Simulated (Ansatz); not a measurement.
Working through the orbital character of the bands of TcPt, space group R-3m

Program: the Python package of Ansatz (0.2.0).

Notebook, run cell by cell (the value of a cell's last expression is shown):

In [1]:
```python
from pathlib import Path

import ansatz as az
from ase import Atoms
import pandas as pd
```

In [2]:
```python
atoms = Atoms(
    ["Tc", "Pt"],
    scaled_positions=[
        [0.5, 0.5, 0.5],
        [0.0, 0.0, 0.0],
    ],
    cell=[
        [1.37918394, 0.79627222, 4.56285276],
        [-1.37918394, 0.79627222, 4.56285276],
        [0.0, -1.59254443, 4.56285276],
    ],
    pbc=True,
)
system = az.Crystal.from_ase(atoms)

system.resolved().tree()["lattice"]
```
Out [2]:
```text
((1.37918394, 0.79627222, 4.56285276), (-1.37918394, 0.79627222, 4.56285276),
 (0.0, -1.59254443, 4.56285276))
```

In [3]:
```python
points = {"H_0": (0.5, -0.18697, 0.18697), "L": (0.5, 0.0, 0.0), "G": (0.0, 0.0, 0.0), "S_0": (0.34348, -0.34348, 0.0)}
base = (
    system.calculation()
    .kpoints(spacing=0.26)
    .functional(az.Functional.PBESOL, dispersion="d3bj")
    .occupations("fermi_dirac", width=0.1)
    .band_structure(list(points.values()), intervals=1)
    .fat_bands()
)
res = base.run(threads=1)
report = res.report
```
```text
DeckWarning: basis.ecutwfc = 500 eV, auto-derived from the records' recommended cutoffs: set by Tc (normal level)
```

In [4]:
```python
report["converged"], report["free_energy_ev"]
```
Out [4]:
```text
(True, -17722.964050714265)
```

In [5]:
```python
report["free_energy_ev"]
```
Out [5]:
```text
-17722.964050714265
```

In [6]:
```python
report["published_state_doubts"]
```
Out [6]:
```text
[]
```

In [7]:
```python
file = Path(res.write_results("results")) / "fatbands.tsv"
names = file.read_text().splitlines()[0].lstrip("# ").split("\t")
table = pd.read_csv(file, sep="\t", comment="#", names=names)
near = table[table.e_minus_ef.abs() < 4]
for ik, label in enumerate(points):
    print(label)
    for _, row in near[near.ik == ik].iterrows():
        main = row[names[4:]].astype(float).nlargest(2)
        print(f"   band {int(row.band):3d} {row.e_minus_ef:7.3f} eV  " + ", ".join(f"{k} {v:.2f}" for k, v in main.items()))
```
```text
H_0
   band  12  -3.969 eV  pt1_l2_5D 0.93, pt1_l0_6S 0.01
   band  13  -2.012 eV  tc0_l2_4D 0.90, pt1_l2_5D 0.02
   band  14  -1.141 eV  tc0_l2_4D 0.71, pt1_l2_5D 0.27
   band  15  -0.829 eV  tc0_l2_4D 0.79, pt1_l2_5D 0.19
   band  16   0.214 eV  pt1_l2_5D 0.55, tc0_l2_4D 0.40
   band  17   1.361 eV  tc0_l2_4D 0.80, pt1_l2_5D 0.20
L
   band  11  -3.969 eV  tc0_l2_4D 0.94, tc0_l0_5S 0.01
   band  12  -3.648 eV  pt1_l2_5D 0.84, pt1_l0_6S 0.13
   band  13  -2.578 eV  pt1_l2_5D 1.00, tc0_l1_4P 0.00
   band  14  -2.067 eV  tc0_l2_4D 0.77, tc0_l0_5S 0.16
   band  15  -0.193 eV  tc0_l2_4D 0.99, pt1_l1_5P 0.00
   band  16  -0.140 eV  pt1_l2_5D 1.00, tc0_l1_4P 0.00
   band  17   2.767 eV  tc0_l2_4D 1.00, pt1_l1_5P 0.00
   band  18   3.433 eV  pt1_l0_6S 0.57, pt1_l2_5D 0.23
G
   band  12  -3.042 eV  tc0_l2_4D 0.67, pt1_l2_5D 0.30
   band  13  -2.752 eV  pt1_l2_5D 0.62, tc0_l2_4D 0.38
   band  14  -2.752 eV  pt1_l2_5D 0.62, tc0_l2_4D 0.38
   band  15  -0.609 eV  tc0_l2_4D 0.71, pt1_l2_5D 0.29
   band  16  -0.609 eV  tc0_l2_4D 0.71, pt1_l2_5D 0.29
   band  17  -0.139 eV  tc0_l1_4P 0.00, pt1_l1_5P 0.00
   band  18   1.556 eV  tc0_l2_4D 0.85, pt1_l2_5D 0.14
   band  19   1.556 eV  tc0_l2_4D 0.85, pt1_l2_5D 0.14
S_0
   band  13  -2.063 eV  tc0_l2_4D 0.89, pt1_l2_5D 0.03
   band  14  -1.157 eV  tc0_l2_4D 0.76, pt1_l2_5D 0.22
   band  15  -0.733 eV  tc0_l2_4D 0.73, pt1_l2_5D 0.25
   band  16   0.129 eV  pt1_l2_5D 0.51, tc0_l2_4D 0.44
   band  17   1.230 eV  tc0_l2_4D 0.77, pt1_l2_5D 0.21
```

Total energies depend on the potentials; only differences at equal settings carry meaning. A total without «per atom» is that of the cell as typed. The run is spin-unpolarised. Dispersion corrections can be off by several per cent in the lattices of metals, and by several GPa in the pressure at a fixed cell. The mesh is modest for a metal, so energies can be off by several to tens of meV an atom and pressures by half a GPa or more; differences at equal mesh fare better. The structure comes from a database of computed cells and needn't be a stable or known phase. Levels are Kohn-Sham eigenvalues on this mesh, without spin-orbit coupling. Warnings are shown shortened and without file and line. Energies are less the Fermi level and bands count from 0. Only the largest channels are printed, equivalent atoms hold more, and in degenerate sets the split between sites is arbitrary; shells that the potentials lack have no channel. Hardware and time: 8.1 s on 1 thread of Arm Neoverse V1, on a shared host, peak memory 0.48 GiB.

(Lines on the test bed's own set-up are left out of the output.)
